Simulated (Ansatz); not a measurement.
**BH₈NSSi₂: up Jacob's ladder to CCSD(T)**

An exercise on one series of results from a longer session: the logs are not shown, and one member is left open.

Computed with Ansatz 0.2.0, Gaussian basis. Level: functionals in def2-TZVPP, the program's frozen cores in correlated methods.

The runs, in order: LDA (SPW92), PBE-D4, revPBE-D4, BLYP-D4, r2SCAN-D4, B97M-V, PBE0-D4, B3LYP-D4, r2SCANh-D4, r2SCAN0-D4, HSE06-D4, BHLYP-D4, CAM-B3LYP-D4, LC-ωPBE, ωB97X-V, ωB97M-V, B2PLYP, PBE-QIDH; CCSD(T)/def2-SVP; CCSD(T)/def2-TZVPP; MP2/def2-QZVPP; extrapolation to the limit; RPA on PBE.

### The relaxed structure

An earlier PBE0-D4 in a triple-zeta def2 set relaxation fixed the geometry.

13 atoms, charge 0, spin multiplicity 1.

Atoms are counted from 1 here; the program's logs count them from 0.

Bond lengths: B1–Si2 1.942 Å, B1–S4 2.060 Å, B1–H6 1.198 Å, B1–H7 1.199 Å, Si2–N3 1.693 Å, Si2–S4 2.322 Å, Si2–H8 1.481 Å, N3–H9 1.006 Å, N3–H10 1.006 Å, S4–Si5 2.141 Å, Si5–H11 1.482 Å, Si5–H12 1.484 Å, Si5–H13 1.485 Å. Angles: Si2–B1–S4 70.9°, Si2–B1–H6 120.3°, Si2–B1–H7 115.9°, S4–B1–H6 110.3°, S4–B1–H7 107.3°, H6–B1–H7 119.5°, B1–Si2–N3 124.0°, B1–Si2–S4 57.0°, B1–Si2–H8 128.5°, N3–Si2–S4 114.9°, N3–Si2–H8 107.5°, S4–Si2–H8 104.2°, Si2–N3–H9 121.4°, Si2–N3–H10 123.5°, H9–N3–H10 112.8°, B1–S4–Si2 52.2°, B1–S4–Si5 96.3°, Si2–S4–Si5 99.2° and more.

Coordinates:

| atom | x (Å) | y (Å) | z (Å) |
| --- | --- | --- | --- |
| B1 | -0.9296 | 1.1523 | -0.2231 |
| Si2 | 0.3955 | 0.4565 | 1.0139 |
| N3 | 1.7106 | 1.3504 | 1.5937 |
| S4 | 0.4405 | 0.0213 | -1.2667 |
| Si5 | -0.7142 | -1.7819 | -1.2938 |
| H6 | -2.0166 | 0.6528 | -0.2881 |
| H7 | -0.7825 | 2.2925 | -0.5616 |
| H8 | 0.4562 | -0.8839 | 1.6413 |
| H9 | 1.8160 | 2.3278 | 1.3788 |
| H10 | 2.5601 | 0.9318 | 1.9332 |
| H11 | -1.8227 | -1.6096 | -2.2623 |
| H12 | -1.2597 | -2.0432 | 0.0613 |
| H13 | 0.1668 | -2.9015 | -1.7119 |

Set-up of the first run:

Input file in.yaml:

```yaml
crystal:
  periodic: [false, false, false]
  atoms:
    - {symbol: B, position_ang: [-0.929647, 1.152262, -0.223074]}
    - {symbol: Si, position_ang: [0.395479, 0.456469, 1.013884]}
    - {symbol: N, position_ang: [1.710644, 1.350395, 1.593713]}
    - {symbol: S, position_ang: [0.440451, 0.021308, -1.266674]}
    - {symbol: Si, position_ang: [-0.714230, -1.781890, -1.293803]}
    - {symbol: H, position_ang: [-2.016555, 0.652840, -0.288059]}
    - {symbol: H, position_ang: [-0.782544, 2.292526, -0.561610]}
    - {symbol: H, position_ang: [0.456202, -0.883891, 1.641289]}
    - {symbol: H, position_ang: [1.816048, 2.327799, 1.378827]}
    - {symbol: H, position_ang: [2.560139, 0.931773, 1.933217]}
    - {symbol: H, position_ang: [-1.822725, -1.609638, -2.262328]}
    - {symbol: H, position_ang: [-1.259672, -2.043168, 0.061267]}
    - {symbol: H, position_ang: [0.166809, -2.901483, -1.711949]}
basis:
  gaussian: {orbitals: def2-TZVPP}
hamiltonian: {xc: lda}
output: {orbitals: {seedname: orbitals}}
```

Command:

```console
$ ansatz run in.yaml --threads 4 --pin off --events-out ev --progress --plain --max-ram 10444MiB
```

Steps of the session up to this table: LDA; PBE-D4 (GGA); revPBE-D4 (GGA); BLYP-D4 (GGA); r2SCAN-D4 (meta-GGA); B97M-V (meta-GGA); B3LYP-D4 (hybrid); r2SCANh-D4 (hybrid); r2SCAN0-D4 (hybrid); HSE06-D4 (hybrid); BHLYP-D4 (hybrid); CAM-B3LYP-D4 (range-separated); LC-ωPBE (range-separated); ωB97X-V (range-separated); ωB97M-V (range-separated); B2PLYP (double hybrid); PBE-QIDH (double hybrid).

One of the session's tables, all rows but one given; the rest of the session is left out.

It belongs to the step «Frontier levels by functional». 

| functional | HOMO (eV) | gap (eV) |
| --- | --- | --- |
| LDA (SPW92) | -5.97 | 4.69 |
| PBE-D4 | -5.85 | 4.79 |
| revPBE-D4 | -5.80 | 4.83 |
| BLYP-D4 | -5.70 | 4.78 |
| r2SCAN-D4 | -6.06 | 5.28 |
| B97M-V | -6.18 | 5.30 |
| PBE0-D4 | -6.92 | 6.70 |
| B3LYP-D4 | -6.72 | 6.30 |
| r2SCANh-D4 | -6.46 | 5.96 |
| r2SCAN0-D4 | -7.06 | 6.99 |
| HSE06-D4 | -6.53 | 5.93 |
| BHLYP-D4 | ? | ? |
| CAM-B3LYP-D4 | -8.16 | 8.94 |
| LC-ωPBE | -9.44 | 11.32 |
| ωB97X-V | -9.12 | 10.89 |
| ωB97M-V | -8.98 | 10.47 |

**Question.** Estimate the row for BHLYP-D4.

Worked estimate for «HOMO (eV)». Against the share of exact exchange, BLYP-D4 (0, -5.70), B3LYP-D4 (0.2, -6.72) give a slope of -5.10 per unit share; at 0.5 the line stands at -8.25.

The run gave: HOMO (eV): -7.88; gap (eV): 8.53. In «HOMO (eV)» the line misses by -0.37.
